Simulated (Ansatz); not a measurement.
C2H3AlS, SMILES [SH][Al]1[CH]=[CH]1, an atomisation energy

Program: Ansatz's Python interface.

The cells in order, each with its output:

**Cell 1**
```python
from collections import Counter

import ansatz as az
from ase import Atoms


def energy_of(molecule, charge=0, unpaired=0):
    calc = (
        molecule.calculation()
        .basis(gaussian='cc-pVTZ')
        .functional('cam_b3lyp')
    )
    if charge:
        calc = calc.charge(charge)
    if unpaired:
        calc = calc.spin('collinear', total=unpaired)
    return calc.run(threads=1, backend='cpu').report['free_energy_ev']
```

**Cell 2**
```python
atoms = Atoms(['S', 'Al', 'C', 'C', 'H', 'H', 'H'], positions=[
    [-1.5691, 1.6049, -1.4629],
    [-0.1625, 0.3805, -0.2893],
    [0.7226, -0.175, 1.1649],
    [1.1482, -0.9113, -0.0127],
    [-2.6777, 0.7596, -1.2232],
    [0.9237, -0.0084, 2.2377],
    [1.6761, -1.7184, -0.4603],
])
c2h3als = az.Crystal.molecule_from_ase(atoms)
```

**Cell 3**
```python
# unpaired electrons of the ground-state atoms
unpaired = {'S': 2, 'Al': 1, 'C': 2, 'H': 1}
counts = Counter(site.symbol for site in c2h3als.cartesian_sites)
atom_energy = {s: energy_of(az.Crystal.molecule().atom(s, (0, 0, 0)), 0, unpaired[s]) for s in counts}
whole = energy_of(c2h3als, 0, 0)
for s, e in atom_energy.items():
    print(f'{s:2s} x{counts[s]}  {e:14.5f} eV')
print(f'C2H3AlS: {whole:.5f} eV')
split = sum(counts[s] * e for s, e in atom_energy.items()) - whole
print(f'atomisation energy (no zero-point term): {23.060548 * split:.1f} kcal/mol, {split / sum(counts.values()):.3f} eV an atom')
```
Output:
```text
S  x1    -10833.75380 eV
Al x1     -6595.21835 eV
C  x2     -1029.57304 eV
H  x3       -13.57340 eV
C2H3AlS: -19553.66447 eV
atomisation energy (no zero-point term): 572.5 kcal/mol, 3.547 eV an atom
```

572.5 kcal/mol from the electronic energies, without the zero-point term.

Total energies depend on the basis set; only differences at equal settings carry meaning. The geometry is a force-field or estimated start, not a minimum of this method, and the basis set is short of its limit. All parts are taken at fixed geometry, without zero-point energy. For Al to Cl the sets with a tight d function, cc-pV(X+d)Z, are usual. Wall time of the script: 5 s on 1 thread of Arm Neoverse V2, on a shared host, peak memory 0.37 GiB.
